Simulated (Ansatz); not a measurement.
# FGeH5O2Si: the cost of one run

Program: Ansatz 0.2.0, Gaussian basis. Level of theory: the settings change from run to run. These are calculated values, not measurements.

### 1 The relaxed structure

An earlier PBE0-D4 in a triple-zeta def2 set relaxation fixed the geometry.

SMILES `O[SiH](F)[O][GeH3]`, 10 atoms, charge 0, spin multiplicity 1.

Atoms are counted from 1 here; the program's logs count them from 0.

Bond lengths: O1–Si2 1.633 Å, O1–H6 0.958 Å, Si2–F3 1.596 Å, Si2–O4 1.604 Å, Si2–H7 1.472 Å, O4–Ge5 1.786 Å, Ge5–H8 1.534 Å, Ge5–H9 1.535 Å, Ge5–H10 1.532 Å. Angles: Si2–O1–H6 118.8°, O1–Si2–F3 108.1°, O1–Si2–O4 108.1°, O1–Si2–H7 113.2°, F3–Si2–O4 111.1°, F3–Si2–H7 106.4°, O4–Si2–H7 109.9°, Si2–O4–Ge5 134.6°, O4–Ge5–H8 107.6°, O4–Ge5–H9 108.6°, O4–Ge5–H10 104.9°, H8–Ge5–H9 111.7°, H8–Ge5–H10 111.8°, H9–Ge5–H10 111.8°.

Coordinates:

```
O    -1.6355    0.6494    0.5609
Si   -0.0967    1.1929    0.6134
F     0.4347    1.0318    2.1093
O     0.7768    0.3167   -0.4076
Ge    0.7052   -1.3700   -0.9909
H    -2.2313    0.8833    1.2734
H     0.0256    2.6213    0.2810
H    -0.3537   -1.4335   -2.0986
H     0.3475   -2.2826    0.1905
H     2.1104   -1.6603   -1.5284
```

### 2 PBE0/cc-pVTZ-DK

Set apart from the defaults: multiplicity 3, D3(BJ) with three-body dispersion.

Input file in.yaml:

```yaml
crystal:
  periodic: [false, false, false]
  atoms:
    - {symbol: O, position_ang: [-1.635457, 0.649421, 0.560899]}
    - {symbol: Si, position_ang: [-0.096712, 1.192909, 0.613362]}
    - {symbol: F, position_ang: [0.434727, 1.031793, 2.109279]}
    - {symbol: O, position_ang: [0.776844, 0.316721, -0.407612]}
    - {symbol: Ge, position_ang: [0.705184, -1.370034, -0.990857]}
    - {symbol: H, position_ang: [-2.231286, 0.883298, 1.273387]}
    - {symbol: H, position_ang: [0.025617, 2.621295, 0.280960]}
    - {symbol: H, position_ang: [-0.353713, -1.433480, -2.098569]}
    - {symbol: H, position_ang: [0.347478, -2.282577, 0.190458]}
    - {symbol: H, position_ang: [2.110417, -1.660346, -1.528407]}
basis:
  gaussian: {orbitals: cc-pVTZ-DK}
magnetization: {spin_polarized: true, initial_magnetization: 2}
hamiltonian: {xc: {name: PBE0}, dispersion: d3bjatm}
```

The run is started by

```sh
ansatz run in.yaml --threads 4 --pin off --events-out ev --progress --plain --max-ram 10444MiB
```

Q: Estimate wall time and peak memory on 4 threads of INTEL XEON PLATINUM 8581C at 2.10GHz, shared host.

About 16 s, with a peak of 1.4 GiB.
